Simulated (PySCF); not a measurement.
**CdSb (quartet): spin, charge, geometry and surroundings**

How does CdSb (quartet) answer to another spin, charge, distance or environment?

Program: PySCF 2.14.0. Level of theory: each script names its method and basis. These are calculated values, not measurements.

6 further runs of the same task are left out: 6 that didn't finish.

## 1. The system as given

CdSb (quartet): 2 atoms, charge 0, spin multiplicity 4.

Bond lengths: Cd1–Sb2 2.765 Å.

## 2. The run that the others are compared with

File input.py:

```python
from pyscf import gto, scf, mp

mol = gto.M(
    atom='Cd 0 0 0; Sb 0 0 2.765',
    basis='sbkjc',
    ecp={'Cd': 'sbkjc', 'Sb': 'sbkjc'},
    charge=0,
    spin=3,
    symmetry=True,
    verbose=4,
)
mf = scf.UHF(mol)
mf.kernel()
mp.MP2(mf).kernel()
mf.dip_moment()
print('orbital energies (hartree):', [e[max(0, n-3):n+3].round(4) for e, n in zip(mf.mo_energy, mol.nelec)])
```

Launch:

```
$ python input.py
```

The log of this run is left out.

Base result: E(SCF) = -171.297742 Eh, 15 cycles, E(MP2) − E(SCF) = -0.20990 Eh, ⟨S²⟩ = 3.793, μ = 1.23 D (of the SCF density).

The bond length is a typed value, not an optimised one. The quartet is typed in the script; nothing here shows that it is the ground state.

## 3. Bond 3.097 Å

Run 1 changes bond length: 2.765 Å → 3.097 Å.

File input.py:

```python
from pyscf import gto, scf, mp

mol = gto.M(
    atom='Cd 0 0 0; Sb 0 0 3.097',
    basis='sbkjc',
    ecp={'Cd': 'sbkjc', 'Sb': 'sbkjc'},
    charge=0,
    spin=3,
    symmetry=True,
    verbose=4,
)
mf = scf.UHF(mol)
mf.kernel()
mp.MP2(mf).kernel()
mf.dip_moment()
print('orbital energies (hartree):', [e[max(0, n-3):n+3].round(4) for e, n in zip(mf.mo_energy, mol.nelec)])
```

Launch:

```
$ python input.py
```

## 4. Octet

Run 2 changes spin (2S): 3 → 7.

Edit input.py of step 2 so:

```diff
@@ -7,3 +7,3 @@
     charge=0,
-    spin=3,
+    spin=7,
     symmetry=True,
```

## 5. Doublet

Run 3 changes spin (2S): 3 → 1.

Edit input.py of step 2 so:

```diff
@@ -7,3 +7,3 @@
     charge=0,
-    spin=3,
+    spin=1,
     symmetry=True,
```

## 6. Charge +1 (quintet)

Run 4 changes charge: 0 → 1; spin (2S): 3 → 4.

Edit input.py of step 2 so:

```diff
@@ -6,4 +6,4 @@
     ecp={'Cd': 'sbkjc', 'Sb': 'sbkjc'},
-    charge=0,
-    spin=3,
+    charge=1,
+    spin=4,
     symmetry=True,
```

## 7. Bond 8.295 Å

Run 5 changes bond length: 2.765 Å → 8.295 Å.

Edit input.py of step 2 so:

```diff
@@ -3,3 +3,3 @@
 mol = gto.M(
-    atom='Cd 0 0 0; Sb 0 0 2.765',
+    atom='Cd 0 0 0; Sb 0 0 8.295',
     basis='sbkjc',
```

What does the calculation give? Wanted: for each run, E(SCF); from base; gap, α spin; SCF dipole; after the SCF.

**Answer**, as computed:

```csv
run,E(SCF) (hartree),from base (eV),cycles,"gap, α spin (eV)",SCF dipole (D),after the SCF
base,-171.297742,0,15,8.25,1.23,MP2 correlation -5.712 eV
bond 3.097 Å,-171.305040,-0.1986,16,8.52,0.85,MP2 correlation -5.642 eV
octet,-170.808054,+13.3251,14,6.07,12.74,MP2 correlation -5.116 eV
doublet,-171.152467,+3.9532,20,4.52,5.68,MP2 correlation -5.857 eV
charge +1 (quintet),-171.026532,+7.3800,13,8.83,n/a,MP2 correlation -5.082 eV
bond 8.295 Å,-171.312252,-0.3948,16,9.20,0.00,MP2 correlation -5.582 eV
```

In words: Of the runs whose energies can be compared, “octet” moves the SCF energy most (+13.325 eV). The octet solution found lies 13.33 eV above the base quartet at this geometry and level. The doublet solution found lies 3.95 eV above the base quartet at this geometry and level. At the SCF level, going to the quintet with one electron fewer costs 7.38 eV at fixed geometry, which need not be the lowest ionisation.
